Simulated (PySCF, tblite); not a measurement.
# C2H15NSi4: geometry, infrared bands and NMR shifts

Aim: predict the infrared bands and NMR shifts of C2H15NSi4 (`CN(C)[Si@H]([SiH3])[SiH2][SiH3]`).

Programs: tblite 0.8.0 and PySCF 2.14.0, with density-fitted response routines of our own. Each step states its level of theory. These are calculated values for one molecule in the gas phase, unless marked as measured. Atoms are numbered from 0 throughout.

### 1 The molecule as given

22 atoms, charge 0, multiplicity 1; geometry from: force field or distance geometry start.

Bonds of the start (Å): C0–N1 1.45, N1–C2 1.44, N1–Si3 1.78, Si3–Si4 2.25, Si3–Si5 2.22, Si5–Si6 2.22, C0–H7 1.10, C0–H8 1.12, C0–H9 1.13, C2–H10 1.10, C2–H11 1.12, C2–H12 1.12, Si3–H13 1.48, Si4–H14 1.47, Si4–H15 1.48, Si4–H16 1.47, Si5–H17 1.48, Si5–H18 1.46, Si6–H19 1.47, Si6–H20 1.46, Si6–H21 1.48.

### 2 Geometry optimisation with GFN2-xTB

The job: settings as JSON, then the geometry in Å.

```
{"job": {"kind": "relax", "xc": "GFN2-xTB", "basis": "xTB"}, "charge": 0, "multiplicity": 1}
C     -2.312700    -1.186000     0.564000
N     -1.111200    -0.970900    -0.226300
C     -1.518100    -0.252800    -1.401500
Si     0.163500    -0.123400     0.691400
Si    -0.810000     1.704300     1.559600
Si     1.827100     0.605500    -0.593100
Si     3.560400    -0.779500    -0.657800
H     -2.062400    -1.562600     1.565200
H     -2.977400    -1.943200     0.073700
H     -2.913400    -0.234400     0.621900
H     -0.670800    -0.021100    -2.059200
H     -2.065800     0.689100    -1.122700
H     -2.243900    -0.881200    -1.975500
H      0.631700    -1.030400     1.762100
H     -2.251200     1.732400     1.249100
H     -0.219200     2.899200     0.918300
H     -0.616700     1.755100     3.012300
H      2.307000     1.863700     0.031700
H      1.356600     0.985800    -1.921100
H      4.263800    -0.889300     0.633300
H      3.155400    -2.118100    -1.072000
H      4.497100    -0.222800    -1.653900
```

On the command line:

```
$ OMP_NUM_THREADS=1 python probes_run.py task.json out
```

This one command runs all jobs of the session in turn.

**Question.** This job is followed by: GFN2-xTB harmonic vibrations, gas phase; GIAO PBE0/pcSseg-1 NMR shielding, non-relativistic, gas phase. Predict these results of the whole session: strongest single infrared mode (GFN2-xTB); zero-point energy (GFN2-xTB); 13C shifts against TMS (PBE0/pcSseg-1, means over atoms taken as alike); 1H shifts against TMS (PBE0/pcSseg-1, means over atoms taken as alike); 15N shifts against NH3 (PBE0/pcSseg-1); 29Si shifts against TMS (PBE0/pcSseg-1).

**Answer**, as computed:

| quantity | value |
| --- | --- |
| strongest single infrared mode (GFN2-xTB) | 781 cm⁻¹, 1036 km/mol |
| zero-point energy (GFN2-xTB) | 95.9 kcal/mol |
| 13C shifts against TMS (PBE0/pcSseg-1, means over atoms taken as alike) | 43.9 ppm |
| 1H shifts against TMS (PBE0/pcSseg-1, means over atoms taken as alike) | 5.36, 3.55, 3.54, 3.39, 3.22, 2.48 ppm |
| 15N shifts against NH3 (PBE0/pcSseg-1) | 9.0 ppm |
| 29Si shifts against TMS (PBE0/pcSseg-1) | -27.3, -115.6, -127.1, -130.6 ppm |

The optimisation took 215 steps and gained 0.737 eV; among the close pairs (by a distance rule), Si3–Si5 changed most, from 2.225 to 2.323 Å. No mode is imaginary among the 60: a minimum at this level. The strongest single mode, at 781 cm⁻¹, has its largest shares on H14, H19, H20 and H21 (the list is cut at 4 atoms). GFN2-xTB is a fitted tight-binding method: band positions and strengths are rough. Its intensities can rank the bands wrongly. At PBE0/pcSseg-1: The widest tensor belongs to Si3: span 178 ppm, with a paramagnetic part of -506 ppm.
